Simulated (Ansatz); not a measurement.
**Si₃Ge₂H₁₀: how energies converge with the basis set**

Aim: see how fast density functionals converge with the basis set for Si₃Ge₂H₁₀.

Method: one geometry, several basis sets; program: Ansatz 0.2.0, Gaussian basis.

Plan: PBE0-D4/def2-SVP; ωB97M-V/def2-SVP; PBE0-D4/def2-QZVPP; ωB97M-V/def2-QZVPP; the functionals' def2-TZVPP values are taken from earlier runs.

## Step 1: The relaxed structure

The geometry comes from an earlier relaxation with PBE0-D4 in a triple-zeta def2 set; it is a stationary point, not always the lowest conformer.

SMILES `[SiH2]1[SiH2][GeH2][SiH2][GeH2]1`, 15 atoms, charge 0, spin multiplicity 1.

Atoms are counted from 1 here; the program's logs count them from 0.

Bond lengths: Si1–Si2 2.338 Å, Si1–Ge5 2.388 Å, Si1–H6 1.488 Å, Si1–H7 1.490 Å, Si2–Ge3 2.388 Å, Si2–H8 1.490 Å, Si2–H9 1.488 Å, Ge3–Si4 2.395 Å, Ge3–H10 1.541 Å, Ge3–H11 1.539 Å, Si4–Ge5 2.395 Å, Si4–H12 1.488 Å, Si4–H13 1.488 Å, Ge5–H14 1.541 Å, Ge5–H15 1.539 Å. Angles: Si2–Si1–Ge5 102.8°, Si2–Si1–H6 114.1°, Si2–Si1–H7 109.0°, Ge5–Si1–H6 112.9°, Ge5–Si1–H7 108.9°, H6–Si1–H7 108.8°, Si1–Si2–Ge3 102.7°, Si1–Si2–H8 109.1°, Si1–Si2–H9 114.1°, Ge3–Si2–H8 108.9°, Ge3–Si2–H9 113.0°, H8–Si2–H9 108.8°, Si2–Ge3–Si4 104.9°, Si2–Ge3–H10 109.1°, Si2–Ge3–H11 112.9°, Si4–Ge3–H10 109.3°, Si4–Ge3–H11 112.5°, H10–Ge3–H11 108.1° and more.

## Step 2: PBE0-D4 in def2-SVP

in.yaml

```yaml
crystal:
  periodic: [false, false, false]
  atoms:
    - {symbol: Si, position_ang: [-1.629935, 0.983019, 0.548253]}
    - {symbol: Si, position_ang: [-0.644770, -0.801984, 1.692544]}
    - {symbol: Ge, position_ang: [1.604504, -0.763915, 0.891824]}
    - {symbol: Si, position_ang: [1.426999, -0.119833, -1.407854]}
    - {symbol: Ge, position_ang: [-0.805228, 0.705781, -1.675657]}
    - {symbol: H, position_ang: [-3.116328, 1.002696, 0.617171]}
    - {symbol: H, position_ang: [-1.106099, 2.263570, 1.101834]}
    - {symbol: H, position_ang: [-1.290525, -2.073318, 1.259663]}
    - {symbol: H, position_ang: [-0.735290, -0.697753, 3.174245]}
    - {symbol: H, position_ang: [2.396092, 0.310869, 1.661435]}
    - {symbol: H, position_ang: [2.326691, -2.110529, 1.072243]}
    - {symbol: H, position_ang: [1.662771, -1.286072, -2.301675]}
    - {symbol: H, position_ang: [2.423925, 0.935611, -1.734539]}
    - {symbol: H, position_ang: [-1.655992, -0.353743, -2.402005]}
    - {symbol: H, position_ang: [-0.856814, 2.005589, -2.497472]}
basis:
  gaussian: {orbitals: def2-SVP}
hamiltonian: {xc: pbe0, dispersion: d4}
output: {orbitals: {seedname: orbitals}}
```

The runs that follow: ωB97M-V in def2-SVP; PBE0-D4 in def2-QZVPP; ωB97M-V in def2-QZVPP.

**Question.** What will the summary of the whole plan be? Wanted: PBE0-D4: double and triple zeta above quadruple; ωB97M-V: double and triple zeta above quadruple.

**Answer**, as computed:

| quantity | value |
| --- | --- |
| PBE0-D4: double and triple zeta above quadruple | 25.70, 3.21 eV |
| ωB97M-V: double and triple zeta above quadruple | 25.64, 3.11 eV |

PBE0-D4 gains 22.49 eV from double to triple zeta, then 3.21 eV more. These are total energies; as a rule much of such shifts cancels in differences, which this series doesn't test.
